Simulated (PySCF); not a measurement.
# AsH3: levels of theory, part 2 of 2

Aim: for AsH3, compare levels of theory; the runs are relaxation, vibrations and intensities, relaxation with MP2 and vibrations with MP2.

PySCF 2.14.0; relaxation, HF, cc-pvtz, and further levels as typed in the inputs. The steps go on from the part before.

## Step 4: Relaxation with MP2: relaxation with MP2, HF, cc-pvtz

It takes the final geometry of step 2.

Input file run.py:

```python
from pyscf import gto, mp, scf
mol = gto.M(atom="mol.xyz", basis="cc-pvtz", verbose=4)
mf = scf.RHF(mol).run(conv_tol=1e-9)
from pyscf.geomopt.geometric_solver import optimize
m = optimize(mp.MP2(mf, frozen=14), maxsteps=60)
print("optimised structure (A):")
for k in range(m.natm): print(m.atom_symbol(k), *(f"{x:.8f}" for x in m.atom_coords(unit="A")[k]))
```

On the command line:

```console
> python run.py
```

The log of the run:

```text
[INPUT] num. atoms = 4
[INPUT] num. electrons = 36
[INPUT] charge = 0
[INPUT] spin (= nelec alpha-beta = 2S) = 0
[INPUT] symmetry False subgroup None
[INPUT] Mole.unit = angstrom
[INPUT] Symbol           X                Y                Z      unit          X                Y                Z       unit  Magmom
[INPUT]  1 As     0.000000000000   0.000000000000   0.062249760000 AA    0.000000000000   0.000000000000   0.117634997720 Bohr   0.0
[INPUT]  2 H      1.280611350000   0.000000000000  -0.737416590000 AA    2.420004723510   0.000000000000  -1.393515394811 Bohr   0.0
[INPUT]  3 H     -0.640305680000   1.109041960000  -0.737416590000 AA   -1.210002371203   2.095785565051  -1.393515394811 Bohr   0.0
[INPUT]  4 H     -0.640305680000  -1.109041960000  -0.737416590000 AA   -1.210002371203  -2.095785565051  -1.393515394811 Bohr   0.0

nuclear repulsion = 35.4152075767023
number of shells = 28
number of NR pGTOs = 159
number of NR cGTOs = 85
basis = cc-pvtz
ecp = {}

******** <class 'pyscf.scf.hf.RHF'> ********
method = RHF
initial guess = minao
damping factor = 0
level_shift factor = 0
DIIS = <class 'pyscf.scf.diis.CDIIS'>
diis_start_cycle = 1
diis_space = 8
diis_damp = 0
SCF conv_tol = 1e-09
SCF conv_tol_grad = None
SCF max_cycles = 50
direct_scf = True
direct_scf_tol = 1e-13
Set gradient conv threshold to 3.16228e-05
Initial guess from minao.
init E= -2234.99012940471
  HOMO = -0.295434434432722  LUMO = 0.0813843609654827  gap/eV = 10.25376
cycle= 1 E= -2235.95962758941  delta_E= -0.969  |g|= 0.17  |ddm|= 1.33
  HOMO = -0.37714110644665  LUMO = 0.125758676482999  gap/eV = 13.68460
cycle= 2 E= -2235.97245171657  delta_E= -0.0128  |g|= 0.0575  |ddm|= 0.158
  HOMO = -0.373674339551895  LUMO = 0.133262406638522  gap/eV = 13.79445
cycle= 3 E= -2235.97373601395  delta_E= -0.00128  |g|= 0.0208  |ddm|= 0.06
  HOMO = -0.374400013329304  LUMO = 0.134867991904735  gap/eV = 13.85789
cycle= 4 E= -2235.97396049758  delta_E= -0.000224  |g|= 0.00436  |ddm|= 0.0278
  HOMO = -0.374180226345339  LUMO = 0.135036863066826  gap/eV = 13.85650
cycle= 5 E= -2235.97397325198  delta_E= -1.28e-05  |g|= 0.00117  |ddm|= 0.00722
  HOMO = -0.374463405624971  LUMO = 0.134939213062104  gap/eV = 13.86155
cycle= 6 E= -2235.97397432229  delta_E= -1.07e-06  |g|= 0.000169  |ddm|= 0.00281
  HOMO = -0.374442085050171  LUMO = 0.1349625593064  gap/eV = 13.86161
cycle= 7 E= -2235.97397434203  delta_E= -1.97e-08  |g|= 2.32e-05  |ddm|= 0.000427
  HOMO = -0.374450433521846  LUMO = 0.134958880995186  gap/eV = 13.86173
cycle= 8 E= -2235.97397434236  delta_E= -3.38e-10  |g|= 3.94e-06  |ddm|= 5.03e-05
  HOMO = -0.37444956373977  LUMO = 0.13495939537399  gap/eV = 13.86172
Extra cycle  E= -2235.97397434234  delta_E= 2.18e-11  |g|= 1.61e-06  |ddm|= 7.12e-06
converged SCF energy = -2235.97397434234
Create scanner for <class 'pyscf.grad.mp2.Gradients'>
Set <class 'pyscf.mp.mp2.RMP2'> as a scanner
Create scanner for <class 'pyscf.scf.hf.RHF'>

Geometry optimization cycle 1
Cartesian coordinates (Angstrom)
 Atom        New coordinates             dX        dY        dZ
  As   0.000000   0.000000   0.062250    0.000000  0.000000  0.000000
   H   1.280611   0.000000  -0.737417   -0.000000  0.000000  0.000000
   H  -0.640306   1.109042  -0.737417    0.000000  0.000000  0.000000
   H  -0.640306  -1.109042  -0.737417    0.000000  0.000000  0.000000

WARN: Mole.unit (angstrom) is changed to Bohr

New geometry
   1 As     0.000000000000   0.000000000000   0.062249760000 AA    0.000000000000   0.000000000000   0.117634997720 Bohr
   2 H      1.280611350000   0.000000000000  -0.737416590000 AA    2.420004723510   0.000000000000  -1.393515394811 Bohr
   3 H     -0.640305680000   1.109041960000  -0.737416590000 AA   -1.210002371203   2.095785565051  -1.393515394811 Bohr
   4 H     -0.640305680000  -1.109041960000  -0.737416590000 AA   -1.210002371203  -2.095785565051  -1.393515394811 Bohr

******** <class 'pyscf.scf.hf.RHF_Scanner'> ********
method = RHF_Scanner
initial guess = minao
damping factor = 0
level_shift factor = 0
DIIS = <class 'pyscf.scf.diis.CDIIS'>
diis_start_cycle = 1
diis_space = 8
diis_damp = 0
SCF conv_tol = 1e-09
SCF conv_tol_grad = None
SCF max_cycles = 50
direct_scf = True
direct_scf_tol = 1e-13
Set gradient conv threshold to 3.16228e-05
init E= -2235.97397434234
  HOMO = -0.374449803630328  LUMO = 0.134959311374928  gap/eV = 13.86173
cycle= 1 E= -2235.97397434238  delta_E= -3.46e-11  |g|= 6.83e-07  |ddm|= 3.28e-06
  HOMO = -0.374449745817354  LUMO = 0.134959348497392  gap/eV = 13.86173
Extra cycle  E= -2235.97397434236  delta_E= 1.77e-11  |g|= 3.03e-07  |ddm|= 1.43e-06
converged SCF energy = -2235.97397434236

******** <class 'pyscf.mp.mp2.RMP2_Scanner'> ********
nocc = 4, nmo = 71
frozen orbitals 14
E(RMP2_Scanner) = -2236.1300427909  E_corr = -0.156068448537067
E(SCS-RMP2_Scanner) = -2236.14041268837  E_corr = -0.16643834600596
E_corr(same-spin) = -0.0240505295059859
E_corr(oppo-spin) = -0.132017919031081
--------------- RMP2_Scanner gradients ---------------
         x                y                z
0 As     0.0000000006    -0.0000000000    -0.0071808829
1 H     0.0000130925    -0.0000000000     0.0023936279
2 H    -0.0000065466     0.0000113385     0.0023936275
3 H    -0.0000065466    -0.0000113385     0.0023936275
----------------------------------------------
cycle 1: E = -2236.13004279  dE = -2236.13  norm(grad) = 0.0082918

Geometry optimization cycle 2
Cartesian coordinates (Angstrom)
 Atom        New coordinates             dX        dY        dZ
  As  -0.000000   0.000000   0.082717   -0.000000  0.000000  0.020467
   H   1.267993   0.000000  -0.744239   -0.012618  0.000000 -0.006822
   H  -0.633996   1.098114  -0.744239    0.006309 -0.010928 -0.006822
   H  -0.633996  -1.098114  -0.744239    0.006309  0.010928 -0.006822
New geometry
   1 As    -0.000000002088   0.000000000000   0.082717200350 AA   -0.000000003946   0.000000000000   0.156312854452 Bohr
   2 H      1.267992948692   0.000000000000  -0.744239071021 AA    2.396159400908   0.000000000000  -1.406408015431 Bohr
   3 H     -0.633996478302   1.098114107610  -0.744239069664 AA   -1.198079707930   2.075134916905  -1.406408012866 Bohr
   4 H     -0.633996478302  -1.098114107610  -0.744239069664 AA   -1.198079707930  -2.075134916904  -1.406408012867 Bohr

******** <class 'pyscf.scf.hf.RHF_Scanner'> ********
method = RHF_Scanner
initial guess = minao
damping factor = 0
level_shift factor = 0
DIIS = <class 'pyscf.scf.diis.CDIIS'>
diis_start_cycle = 1
diis_space = 8
diis_damp = 0
SCF conv_tol = 1e-09
SCF conv_tol_grad = None
SCF max_cycles = 50
direct_scf = True
direct_scf_tol = 1e-13
Set gradient conv threshold to 3.16228e-05
init E= -2235.96935398523
  HOMO = -0.382149750667262  LUMO = 0.132383441150612  gap/eV = 14.00116
cycle= 1 E= -2235.97378303272  delta_E= -0.00443  |g|= 0.00309  |ddm|= 0.018
  HOMO = -0.378611534685543  LUMO = 0.13332493872081  gap/eV = 13.93050
cycle= 2 E= -2235.97378747771  delta_E= -4.44e-06  |g|= 0.0008  |ddm|= 0.00376
  HOMO = -0.378661423765546  LUMO = 0.133228058420009  gap/eV = 13.92922
cycle= 3 E= -2235.97378788971  delta_E= -4.12e-07  |g|= 0.00022  |ddm|= 0.00147
  HOMO = -0.378688647985047  LUMO = 0.13321062380016  gap/eV = 13.92949
cycle= 4 E= -2235.97378793749  delta_E= -4.78e-08  |g|= 4.88e-05  |ddm|= 0.000698
  HOMO = -0.378681509032381  LUMO = 0.133213641080004  gap/eV = 13.92938
cycle= 5 E= -2235.97378794023  delta_E= -2.74e-09  |g|= 7.42e-06  |ddm|= 0.000236
  HOMO = -0.378682404337408  LUMO = 0.133212945486356  gap/eV = 13.92938
cycle= 6 E= -2235.97378794028  delta_E= -5.55e-11  |g|= 1.38e-06  |ddm|= 3.95e-05
  HOMO = -0.378682030550477  LUMO = 0.133213112616461  gap/eV = 13.92938
Extra cycle  E= -2235.97378794028  delta_E= 6.82e-12  |g|= 5.19e-07  |ddm|= 3.6e-06
converged SCF energy = -2235.97378794028

******** <class 'pyscf.mp.mp2.RMP2_Scanner'> ********
nocc = 4, nmo = 71
frozen orbitals 14
E(RMP2_Scanner) = -2236.13025442106  E_corr = -0.156466480784688
E(SCS-RMP2_Scanner) = -2236.14059798904  E_corr = -0.166810048760136
E_corr(same-spin) = -0.0241727632863337
E_corr(oppo-spin) = -0.132293717498354
--------------- RMP2_Scanner gradients ---------------
         x                y                z
0 As    -0.0000000000     0.0000000000    -0.0010864926
1 H    -0.0000789600    -0.0000000000     0.0003621642
2 H     0.0000394800    -0.0000683814     0.0003621642
3 H     0.0000394800     0.0000683814     0.0003621642
----------------------------------------------
cycle 2: E = -2236.13025442  dE = -0.00021163  norm(grad) = 0.00126201

Geometry optimization cycle 3
Cartesian coordinates (Angstrom)
 Atom        New coordinates             dX        dY        dZ
  As  -0.000000   0.000000   0.085827    0.000000  0.000000  0.003110
   H   1.266454   0.000000  -0.745276   -0.001539  0.000000 -0.001037
   H  -0.633227   1.096781  -0.745276    0.000770 -0.001333 -0.001037
   H  -0.633227  -1.096781  -0.745276    0.000770  0.001333 -0.001037
New geometry
   1 As    -0.000000002049   0.000000000000   0.085827261266 AA   -0.000000003872   0.000000000000   0.162190017814 Bohr
   2 H      1.266453723136   0.000000000000  -0.745275757985 AA    2.393250686162   0.000000000000  -1.408367069870 Bohr
   3 H     -0.633226865544   1.096781099279  -0.745275756640 AA   -1.196625350595   2.072615896238  -1.408367067328 Bohr
   4 H     -0.633226865544  -1.096781099279  -0.745275756641 AA   -1.196625350595  -2.072615896237  -1.408367067329 Bohr

******** <class 'pyscf.scf.hf.RHF_Scanner'> ********
method = RHF_Scanner
initial guess = minao
damping factor = 0
level_shift factor = 0
DIIS = <class 'pyscf.scf.diis.CDIIS'>
diis_start_cycle = 1
diis_space = 8
diis_damp = 0
SCF conv_tol = 1e-09
SCF conv_tol_grad = None
SCF max_cycles = 50
direct_scf = True
direct_scf_tol = 1e-13
Set gradient conv threshold to 3.16228e-05
init E= -2235.97267592859
  HOMO = -0.379949999208448  LUMO = 0.132664981857871  gap/eV = 13.94896
cycle= 1 E= -2235.97372703376  delta_E= -0.00105  |g|= 0.000559  |ddm|= 0.00279
  HOMO = -0.379278519834745  LUMO = 0.132935665958847  gap/eV = 13.93806
cycle= 2 E= -2235.97372717838  delta_E= -1.45e-07  |g|= 0.000143  |ddm|= 0.000665
  HOMO = -0.379301213521035  LUMO = 0.132909920046608  gap/eV = 13.93797
cycle= 3 E= -2235.97372718985  delta_E= -1.15e-08  |g|= 4.54e-05  |ddm|= 0.000229
  HOMO = -0.379304604444568  LUMO = 0.132906491305261  gap/eV = 13.93797
cycle= 4 E= -2235.97372719152  delta_E= -1.68e-09  |g|= 1.3e-05  |ddm|= 0.000124
  HOMO = -0.37930471388794  LUMO = 0.132906369553343  gap/eV = 13.93797
cycle= 5 E= -2235.97372719166  delta_E= -1.36e-10  |g|= 3.65e-06  |ddm|= 3.77e-05
  HOMO = -0.379304065851635  LUMO = 0.132906676158577  gap/eV = 13.93796
Extra cycle  E= -2235.97372719166  delta_E= -5e-12  |g|= 1.54e-06  |ddm|= 1.12e-05
converged SCF energy = -2235.97372719166

******** <class 'pyscf.mp.mp2.RMP2_Scanner'> ********
nocc = 4, nmo = 71
frozen orbitals 14
E(RMP2_Scanner) = -2236.13025833468  E_corr = -0.156531143013099
E(SCS-RMP2_Scanner) = -2236.14059902347  E_corr = -0.166871831805631
E_corr(same-spin) = -0.0241910074731779
E_corr(oppo-spin) = -0.132340135539921
--------------- RMP2_Scanner gradients ---------------
         x                y                z
0 As     0.0000000000    -0.0000000000     0.0000181215
1 H     0.0000252829     0.0000000000    -0.0000060405
2 H    -0.0000126414     0.0000218956    -0.0000060405
3 H    -0.0000126414    -0.0000218956    -0.0000060405
----------------------------------------------
cycle 3: E = -2236.13025833  dE = -3.91361e-06  norm(grad) = 4.85338e-05

Geometry optimization cycle 4
Cartesian coordinates (Angstrom)
 Atom        New coordinates             dX        dY        dZ
  As  -0.000000  -0.000000   0.085885   -0.000000 -0.000000  0.000058
   H   1.266312   0.000000  -0.745295   -0.000141 -0.000000 -0.000019
   H  -0.633156   1.096659  -0.745295    0.000071 -0.000122 -0.000019
   H  -0.633156  -1.096659  -0.745295    0.000071  0.000122 -0.000019
New geometry
   1 As    -0.000000002059  -0.000000000000   0.085885320134 AA   -0.000000003890  -0.000000000000   0.162299733174 Bohr
   2 H      1.266312433801   0.000000000000  -0.745295110945 AA    2.392983688016   0.000000000000  -1.408403641664 Bohr
   3 H     -0.633156220872   1.096658739086  -0.745295109594 AA   -1.196491851512   2.072384668982  -1.408403639111 Bohr
   4 H     -0.633156220872  -1.096658739086  -0.745295109594 AA   -1.196491851512  -2.072384668983  -1.408403639111 Bohr

******** <class 'pyscf.scf.hf.RHF_Scanner'> ********
method = RHF_Scanner
initial guess = minao
damping factor = 0
level_shift factor = 0
DIIS = <class 'pyscf.scf.diis.CDIIS'>
diis_start_cycle = 1
diis_space = 8
diis_damp = 0
SCF conv_tol = 1e-09
SCF conv_tol_grad = None
SCF max_cycles = 50
direct_scf = True
direct_scf_tol = 1e-13
Set gradient conv threshold to 3.16228e-05
init E= -2235.97378883032
  HOMO = -0.379311867818043  LUMO = 0.132929191856454  gap/eV = 13.93879
cycle= 1 E= -2235.97372583771  delta_E= 6.3e-05  |g|= 2.64e-05  |ddm|= 8.07e-05
  HOMO = -0.379324091231874  LUMO = 0.132909225580885  gap/eV = 13.93858
cycle= 2 E= -2235.973725838  delta_E= -2.92e-10  |g|= 6.43e-06  |ddm|= 3.38e-05
  HOMO = -0.379321613106879  LUMO = 0.132911026583915  gap/eV = 13.93856
Extra cycle  E= -2235.97372583801  delta_E= -8.19e-12  |g|= 2.37e-06  |ddm|= 6.54e-06
converged SCF energy = -2235.97372583801

******** <class 'pyscf.mp.mp2.RMP2_Scanner'> ********
nocc = 4, nmo = 71
frozen orbitals 14
E(RMP2_Scanner) = -2236.1302583662  E_corr = -0.156532528192759
E(SCS-RMP2_Scanner) = -2236.1405984528  E_corr = -0.166872614793022
E_corr(same-spin) = -0.0241920219672564
E_corr(oppo-spin) = -0.132340506225503
--------------- RMP2_Scanner gradients ---------------
         x                y                z
0 As    -0.0000000000     0.0000000000    -0.0000066109
1 H    -0.0000058166     0.0000000000     0.0000022036
2 H     0.0000029083    -0.0000050374     0.0000022036
3 H     0.0000029083     0.0000050374     0.0000022036
----------------------------------------------
cycle 4: E = -2236.13025837  dE = -3.15285e-08  norm(grad) = 1.26401e-05
optimised structure (A):
As -0.00000000 -0.00000000 0.08588532
H 1.26631243 0.00000000 -0.74529511
H -0.63315622 1.09665874 -0.74529511
H -0.63315622 -1.09665874 -0.74529511
```

It took 30 s on 4 threads of Intel Xeon Platinum 8488C (Sapphire Rapids), shared host.

## Step 5: Vibrations with MP2: vibrations with MP2, HF, cc-pvtz

It takes the final geometry of step 4.

Input file run.py:

```python
from pyscf import gto, mp, scf
from pyscf.hessian import thermo
import numpy as np
mol = gto.M(atom="mol.xyz", basis="cc-pvtz", verbose=4)
mf = scf.RHF(mol).run(conv_tol=1e-9)
mol.verbose = mf.verbose = 0
x = mol.atom_coords(); n = x.size; h = np.zeros((n, n))
scan = mp.MP2(mf, frozen=14).nuc_grad_method().as_scanner()
def force(d): return scan(mol.set_geom_(x + d.reshape(-1, 3), unit="Bohr", inplace=False))[1].ravel()
for k in range(n): d = np.zeros(n); d[k] = 0.01; h[k] = (force(d) - force(-d)) / 0.02
h = ((h + h.T) / 2).reshape(mol.natm, 3, mol.natm, 3).transpose(0, 2, 1, 3)
f = thermo.harmonic_analysis(mol, h)
print("harmonic frequencies (1/cm):", *(f"{x.real - x.imag:.2f}" for x in f["freq_wavenumber"]))
```

On the command line:

```console
> python run.py
```

The log of the run:

```text
[INPUT] num. atoms = 4
[INPUT] num. electrons = 36
[INPUT] charge = 0
[INPUT] spin (= nelec alpha-beta = 2S) = 0
[INPUT] symmetry False subgroup None
[INPUT] Mole.unit = angstrom
[INPUT] Symbol           X                Y                Z      unit          X                Y                Z       unit  Magmom
[INPUT]  1 As     0.000000000000   0.000000000000   0.085885320000 AA    0.000000000000   0.000000000000   0.162299732921 Bohr   0.0
[INPUT]  2 H      1.266312430000   0.000000000000  -0.745295110000 AA    2.392983680832   0.000000000000  -1.408403639878 Bohr   0.0
[INPUT]  3 H     -0.633156220000   1.096658740000  -0.745295110000 AA   -1.196491849865   2.072384670711  -1.408403639878 Bohr   0.0
[INPUT]  4 H     -0.633156220000  -1.096658740000  -0.745295110000 AA   -1.196491849865  -2.072384670711  -1.408403639878 Bohr   0.0

nuclear repulsion = 35.3098562237776
number of shells = 28
number of NR pGTOs = 159
number of NR cGTOs = 85
basis = cc-pvtz
ecp = {}

******** <class 'pyscf.scf.hf.RHF'> ********
method = RHF
initial guess = minao
damping factor = 0
level_shift factor = 0
DIIS = <class 'pyscf.scf.diis.CDIIS'>
diis_start_cycle = 1
diis_space = 8
diis_damp = 0
SCF conv_tol = 1e-09
SCF conv_tol_grad = None
SCF max_cycles = 50
direct_scf = True
direct_scf_tol = 1e-13
Set gradient conv threshold to 3.16228e-05
[... 1 set-up line as earlier in the session ...]
init E= -2234.98290380024
  HOMO = -0.30131532095215  LUMO = 0.0787289837134151  gap/eV = 10.34153
cycle= 1 E= -2235.95968137522  delta_E= -0.977  |g|= 0.168  |ddm|= 1.33
  HOMO = -0.382202757583102  LUMO = 0.123692292663337  gap/eV = 13.76611
cycle= 2 E= -2235.97220220691  delta_E= -0.0125  |g|= 0.0574  |ddm|= 0.158
  HOMO = -0.378493736384119  LUMO = 0.131225160025229  gap/eV = 13.87016
cycle= 3 E= -2235.97348260655  delta_E= -0.00128  |g|= 0.0209  |ddm|= 0.06
  HOMO = -0.379232059554074  LUMO = 0.132837692415436  gap/eV = 13.93413
cycle= 4 E= -2235.97371163  delta_E= -0.000229  |g|= 0.00433  |ddm|= 0.0283
  HOMO = -0.379050306297151  LUMO = 0.132987920673727  gap/eV = 13.93327
cycle= 5 E= -2235.9737246991  delta_E= -1.31e-05  |g|= 0.0012  |ddm|= 0.00743
  HOMO = -0.379337912974123  LUMO = 0.132890034081238  gap/eV = 13.93843
cycle= 6 E= -2235.97372581779  delta_E= -1.12e-06  |g|= 0.000171  |ddm|= 0.00293
  HOMO = -0.379313564227165  LUMO = 0.132914504782462  gap/eV = 13.93844
cycle= 7 E= -2235.97372583765  delta_E= -1.99e-08  |g|= 2.44e-05  |ddm|= 0.000436
  HOMO = -0.379322331616935  LUMO = 0.132910562338472  gap/eV = 13.93857
cycle= 8 E= -2235.97372583799  delta_E= -3.39e-10  |g|= 4.04e-06  |ddm|= 5.32e-05
  HOMO = -0.379321456023188  LUMO = 0.132911066928109  gap/eV = 13.93856
Extra cycle  E= -2235.97372583802  delta_E= -3.18e-11  |g|= 1.64e-06  |ddm|= 7.37e-06
converged SCF energy = -2235.97372583802
harmonic frequencies (1/cm): 935.59 1043.81 1043.87 2279.46 2289.90 2289.92
```

Run time: 2.7 min. Hardware: 4 threads of Intel Xeon Platinum 8488C (Sapphire Rapids), shared host.

Harmonic frequencies from the force constants, with isotope-averaged masses (PySCF's default) and rigid motions projected out (i: imaginary):

```
mode  cm⁻¹
   1   936
   2  1044
   3  1044
   4  2279
   5  2290
   6  2290
```

## Step 6: Summary of results

What follows sums up all 2 parts.

| quantity | value |
| --- | --- |
| harmonic frequencies (step 3) | 1003 to 2330 cm⁻¹ |
| zero-point energy (step 3) | 0.633 eV |
| harmonic frequencies (step 5) | 936 to 2290 cm⁻¹ |
| zero-point energy (step 5) | 0.613 eV |

In words: In step 3 all modes are real: a minimum. In step 5 all modes are real: a minimum.
